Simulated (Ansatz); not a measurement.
Runs of Ansatz 0.2.0 on CsLiCr2Te2S3. It takes space group P3m1 (No. 156, trigonal). Conventional cell: a = 3.604 Å, b = 3.604 Å, c = 19.067 Å, α = 90.00°, β = 90.00°, γ = 120.00°. Cs (site symmetry 3m) is surrounded by 3 S at 3.38 Å and 6 Cs at 3.60 Å and 3 Te at 3.77 Å. Li (site symmetry 3m) is surrounded by 6 S at 2.63 to 2.66 Å. Around Cr (site symmetry 3m) lie 3 S at 2.40 Å and 3 Te at 2.74 Å. Cr (site symmetry 3m) is surrounded by 6 S at 2.43 to 2.45 Å. Te (site symmetry 3m) has 6 Te at 3.60 Å and 3 Cs at 3.77 Å as nearest neighbours. Around Te (site symmetry 3m) lie 3 Cr at 2.74 Å. S (site symmetry 3m) is surrounded by 3 Cr at 2.45 Å and 3 Li at 2.63 Å. S (site symmetry 3m) has 3 Cr at 2.40 Å and 3 Li at 2.66 Å as nearest neighbours. The cell was built by a generator and needn't be a form met in nature.

| task | level | spin | cell | k mesh | cutoff (eV) | points for each segment of the path | atoms under strain | gap on the mesh (eV) | pressure (GPa) | moment (μB) | largest force (eV/Å) |
| --- | --- | --- | --- | --- | --- | --- | --- | --- | --- | --- | --- |
| electron localisation function | PBE | collinear, ferromagnetic start | as given | 9 × 9 × 2 | 420 | - | - | none | 0.0 | 5.64 | 0.03 |
| single point | PBE | collinear, ferromagnetic start | as given | 9 × 9 × 2 | 420 | - | - | none | 0.0 | 5.64 | 0.03 |
| electric field gradients | PBE | collinear, ferromagnetic start | as given | 9 × 9 × 2 | 420 | - | - | none | 0.0 | 5.64 | 0.03 |
| band structure | PBE | collinear, ferromagnetic start | as given | 9 × 9 × 2 | 420 | 10 | - | none | 0.0 | 5.64 | 0.03 |
| band structure | r2SCAN | non-collinear, ferromagnetic start, SOC | as given | 6 × 6 × 1 | 500 | 10 | - | none | (b) | 5.88 | 0.26 |
| relaxation of cell and atoms | r2SCAN | collinear, ferromagnetic start | relaxed | 6 × 6 × 1 | 500 | - | - | none | 0.0 | 5.96 | - |
| projected density of states | PBE | collinear, ferromagnetic start | as given | 9 × 9 × 2 | 420 | - | - | none | 0.0 | 5.64 | 0.03 |
| elastic constants | PBE | collinear, ferromagnetic start | as given | 6 × 6 × 1 | 420 | - | relaxed | none | 0.1 | (a) | - |

Alike in all rows: potentials or basis Ansatz PAW; smearing fermi-dirac 0.05 eV.

**Question.** Estimate the missing entries.

**Answer.** (a) 5.63; (b) 0.3.

Caveats: the magnetic or orbital state may not be the lowest (some runs); the PAW data sets come from PBE, with cores solved anew for the run's functional, which leaves a small shift of forces and pressure (some runs); spin-orbit coupling is left out, which moves the levels of the heavy elements (some runs); the plane-wave basis is chosen anew once the cell has moved, so the energies of steps on either side of that aren't comparable (some runs); the density of states is complete only up to the lowest level of the last band computed (some runs); elastic constants of metals need much finer meshes, so these are rough (some runs).

A k mesh can miss the band edges, and rows without SOC leave out spin-orbit coupling on Cs, Te.

A gap of «none» marks a metal or a gap under the smearing width.
